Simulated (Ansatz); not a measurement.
**C₂H₆AlNO: a ladder of functionals and wavefunction methods**

How much do the methods differ for C₂H₆AlNO? The plan is to run it at one geometry with functionals of several rungs and with coupled cluster. The yardstick is the atomisation energy at the CCSD(T) limit.

The runs use Ansatz 0.2.0, Gaussian basis; functionals in def2-TZVPP, the program's frozen cores in correlated methods.

Plan: PBE-D4, r2SCAN-D4, PBE0-D4, B3LYP-D4, ωB97X-V, ωB97M-V, B2PLYP; CCSD(T)/def2-TZVPP; MP2/def2-QZVPP; extrapolation to the limit.

## (1) Structure used throughout

An earlier PBE0-D4 in a triple-zeta def2 set relaxation fixed the geometry.

SMILES `[NH2][Al]1[CH2]C[O]1`, 11 atoms, charge 0, spin multiplicity 1.

Atoms are counted from 1 here; the program's logs count them from 0.

Bond lengths: N1–Al2 1.759 Å, N1–H6 1.007 Å, N1–H7 1.007 Å, Al2–C3 1.944 Å, Al2–O5 1.719 Å, C3–C4 1.547 Å, C3–H8 1.090 Å, C3–H9 1.090 Å, C4–O5 1.446 Å, C4–H10 1.095 Å, C4–H11 1.095 Å. Angles: Al2–N1–H6 124.8°, Al2–N1–H7 124.9°, H6–N1–H7 110.3°, N1–Al2–C3 146.6°, N1–Al2–O5 131.8°, C3–Al2–O5 81.6°, Al2–C3–C4 80.4°, Al2–C3–H8 118.6°, Al2–C3–H9 118.6°, C4–C3–H8 113.9°, C4–C3–H9 113.9°, H8–C3–H9 108.9°, C3–C4–O5 106.6°, C3–C4–H10 111.8°, C3–C4–H11 111.8°, O5–C4–H10 109.0°, O5–C4–H11 109.0°, H10–C4–H11 108.5° and more.

## (2) PBE-D4 (GGA)

Contents of in.yaml:

```yaml
crystal:
  periodic: [false, false, false]
  atoms:
    - {symbol: N, position_ang: [-1.048442, 2.251562, 0.131964]}
    - {symbol: Al, position_ang: [-0.247787, 0.695514, -0.046717]}
    - {symbol: C, position_ang: [-0.048569, -1.115448, 0.631861]}
    - {symbol: C, position_ang: [0.949906, -1.170836, -0.548803]}
    - {symbol: O, position_ang: [0.920569, 0.131849, -1.174761]}
    - {symbol: H, position_ang: [-1.727259, 2.470114, 0.842465]}
    - {symbol: H, position_ang: [-0.894077, 3.051133, -0.460876]}
    - {symbol: H, position_ang: [-0.888092, -1.803890, 0.533982]}
    - {symbol: H, position_ang: [0.413255, -1.257977, 1.608969]}
    - {symbol: H, position_ang: [1.969485, -1.381274, -0.210468]}
    - {symbol: H, position_ang: [0.666312, -1.927846, -1.286916]}
basis:
  gaussian: {orbitals: def2-TZVPP}
hamiltonian: {xc: pbe, dispersion: d4}
output: {forces: true, orbitals: {seedname: orbitals}}
```

Started as:

```console
$ ansatz run in.yaml --threads 4 --pin off --events-out ev --progress --plain --max-ram 10444MiB
```

After this run come: r2SCAN-D4 (meta-GGA); PBE0-D4 (hybrid); B3LYP-D4 (hybrid); ωB97X-V (range-separated); ωB97M-V (range-separated); B2PLYP (double hybrid); CCSD(T) in def2-TZVPP; MP2 in def2-QZVPP.

**Question.** What will the summary of the whole plan be? Wanted: atomisation energy, CCSD(T)/CBS; farthest; mean size of error, hybrid; mean size of error, range-separated; gap, smallest and largest; T1 diagnostic; triples share of the correlation energy.

As calculated:

| quantity | value |
| --- | --- |
| atomisation energy, CCSD(T)/CBS | 1010.7 kcal/mol |
| functionals within 5.1 kcal/mol (0.5 %) | r2SCAN-D4, PBE0-D4, B3LYP-D4, ωB97X-V, ωB97M-V |
| farthest | PBE-D4 (+21.0 kcal/mol) |
| mean size of error, hybrid | 1.2 kcal/mol |
| mean size of error, range-separated | 2.9 kcal/mol |
| gap, smallest and largest | 5.03 eV (PBE-D4), 11.58 eV (ωB97X-V) |
| T1 diagnostic | 0.0123 |
| triples share of the correlation energy | 3.9 % |

What this shows: PBE-D4 is off by +21.0 kcal/mol. Double hybrids carry the basis error of their MP2 part in triple zeta, and no dispersion term here, so their miss is partly the set-up's. The reference freezes the cores and leaves out relativity and excitations past (T), so misses under about 5.1 kcal/mol can't be ranked. Hartree-Fock recovers 71 % of the binding; the rest is correlation. The gap grows from 5.0 to 11.6 eV across the functionals, mostly with the share of exact exchange.
